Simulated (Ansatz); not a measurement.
# AlGeH4Cl (SMILES [Cl][AlH][GeH3]): r2SCAN0/def2-SVP

What is the energy change on altering one bond length of AlGeH4Cl at r2SCAN0/def2-SVP? 

The calculation is run with Ansatz 0.2.0.

68 further runs of the same task are left out: 68 set aside as unsound or not needed.

## (1) The structure to begin with

AlGeH4Cl: 7 atoms, total charge 0, spin state singlet. As SMILES, `[Cl][AlH][GeH3]`. Geometry: relaxed at PBE0-D4/def2-TZVP.

Bond lengths: Cl1–Al2 2.102 Å, Al2–Ge3 2.467 Å, Al2–H4 1.580 Å, Ge3–H5 1.540 Å, Ge3–H6 1.540 Å, Ge3–H7 1.540 Å. Angles: Cl1–Al2–Ge3 116.8°, Cl1–Al2–H4 116.5°, Ge3–Al2–H4 126.7°, Al2–Ge3–H5 111.0°, Al2–Ge3–H6 111.0°, Al2–Ge3–H7 112.3°, H5–Ge3–H6 107.2°, H5–Ge3–H7 107.6°, H6–Ge3–H7 107.6°.

## (2) The energy at r2SCAN0/def2-SVP

File molecule.yaml:

```yaml
crystal:
  periodic: [false, false, false]
  atoms:
    - symbol: Cl
      position_ang: [-2.499300, -1.527200, -0.126900]
    - symbol: Al
      position_ang: [-0.425400, -1.314700, 0.144500]
    - symbol: Ge
      position_ang: [0.501100, 0.959800, -0.093300]
    - symbol: H
      position_ang: [0.379500, -2.632000, 0.480000]
    - symbol: H
      position_ang: [0.225700, 1.522500, -1.499900]
    - symbol: H
      position_ang: [-0.144000, 1.926400, 0.916800]
    - symbol: H
      position_ang: [2.023700, 0.997300, 0.133100]
basis:
  gaussian:
    orbitals: def2-SVP
hamiltonian:
  xc: {name: r2SCAN0}
accuracy: high
output: {orbitals: {seedname: orbitals}}
```

Command:

```console
$ ansatz run molecule.yaml --threads 1 --pin off --max-ram 3480MiB --events-out events.jsonl --progress --plain --runs-dir runs
```

What it wrote:

```text
Warning: RAYON_NUM_THREADS=1 ignored (pool sized by the plan → 1); use --threads N
Functional definition: r2SCAN0
  name "r2SCAN0"
  parameter a = 0.25
  parameter k0 = 0.174
  parameter k1 = 0.065
  parameter a1 = 4.9479
  exchange = (1 - a)*r2scan_x(k0 = k0, k1 = k1, a1 = a1) + a*exact_x
  correlation = r2scan_c
1769 factors; integrals over basis functions are off by at most 6.4e-9 eV
mean field evaluation 1: about -75688.5565 eV, gradient 1.5e1 eV
mean field evaluation 2: about -75688.7995 eV, gradient 1.1e1 eV
mean field evaluation 4: about -75689.0949 eV, gradient 2.3e-1 eV
mean field evaluation 8: about -75689.1693 eV, gradient 8.1e-2 eV
mean field evaluation 16: about -75689.1693 eV, gradient 1.3e-5 eV
mean field -75689.16932964 eV, -2781.5256689025 hartree, gradient 9.7e-8 eV, S^2 0.000000; 0 other end points of the search recorded, 0 dependent functions left out
reference -75689.16933030 eV, -2781.5256689271 hartree; 33, 33 occupied and 55, 55 virtual orbitals, 1769 factors
Total energy: -75689.16933030 eV, -2781.5256689271 hartree
```

Wall time 9.3 s (1 thread of Intel Xeon 6975P-C (Granite Rapids), shared host); peak memory 0.38 GiB.

## (3) The distorted shape, same level

File molecule.yaml:

```yaml
crystal:
  periodic: [false, false, false]
  atoms:
    - symbol: Cl
      position_ang: [-2.638288, -1.868407, -0.091227]
    - symbol: Al
      position_ang: [-0.564388, -1.655907, 0.180173]
    - symbol: Ge
      position_ang: [0.501100, 0.959800, -0.093300]
    - symbol: H
      position_ang: [0.240512, -2.973207, 0.515673]
    - symbol: H
      position_ang: [0.225700, 1.522500, -1.499900]
    - symbol: H
      position_ang: [-0.144000, 1.926400, 0.916800]
    - symbol: H
      position_ang: [2.023700, 0.997300, 0.133100]
basis:
  gaussian: {orbitals: def2-SVP}
hamiltonian: {xc: {name: r2SCAN0}}
accuracy: high
output: {orbitals: {seedname: orbitals}}
```

Command:

```console
$ ansatz run molecule.yaml --threads 1 --pin off --max-ram 3480MiB --events-out events.jsonl --progress --plain --runs-dir runs
```

What it wrote, cut to the lines that bear on the results:

```text
Warning: RAYON_NUM_THREADS=1 ignored (pool sized by the plan → 1); use --threads N
[... 8 set-up lines as earlier in the session ...]
1749 factors; integrals over basis functions are off by at most 5.9e-9 eV
mean field evaluation 1: about -75688.0020 eV, gradient 1.5e1 eV
mean field evaluation 2: about -75688.2561 eV, gradient 1.2e1 eV
mean field evaluation 4: about -75688.6669 eV, gradient 2.9e-1 eV
mean field evaluation 8: about -75688.7383 eV, gradient 4.2e-2 eV
mean field evaluation 16: about -75688.7383 eV, gradient 2.5e-6 eV
mean field -75688.73834772 eV, -2781.5098306091 hartree, gradient 9.5e-8 eV, S^2 0.000000; 0 other end points of the search recorded, 0 dependent functions left out
reference -75688.73834840 eV, -2781.5098306343 hartree; 33, 33 occupied and 55, 55 virtual orbitals, 1749 factors
Total energy: -75688.73834840 eV, -2781.5098306343 hartree
```

Run time: 9 s. Hardware: 1 thread of Intel Xeon 6975P-C (Granite Rapids), shared host; peak memory 0.37 GiB.

## (4) Outcome

At r2SCAN0/def2-SVP:

| quantity | value |
| --- | --- |
| first shape: total energy | -2781.52567 Eh |
| first shape: HOMO energy | -7.95 eV |
| first shape: LUMO energy | -1.80 eV |
| first shape: HOMO–LUMO gap | 6.14 eV |
| distorted shape: total energy | -2781.50983 Eh |
| distorted shape: HOMO energy | -7.50 eV |
| distorted shape: LUMO energy | -1.77 eV |
| distorted shape: HOMO–LUMO gap | 5.73 eV |
| energy change with the Al2–Ge3 bond stretched from 2.467 to 2.838 Å | 0.431 eV |

What this shows: With the Al2–Ge3 bond stretched from 2.467 to 2.838 Å the energy rises by 0.43 eV (9.9 kcal/mol). The first shape isn't relaxed at this level, so the change isn't measured from a minimum.
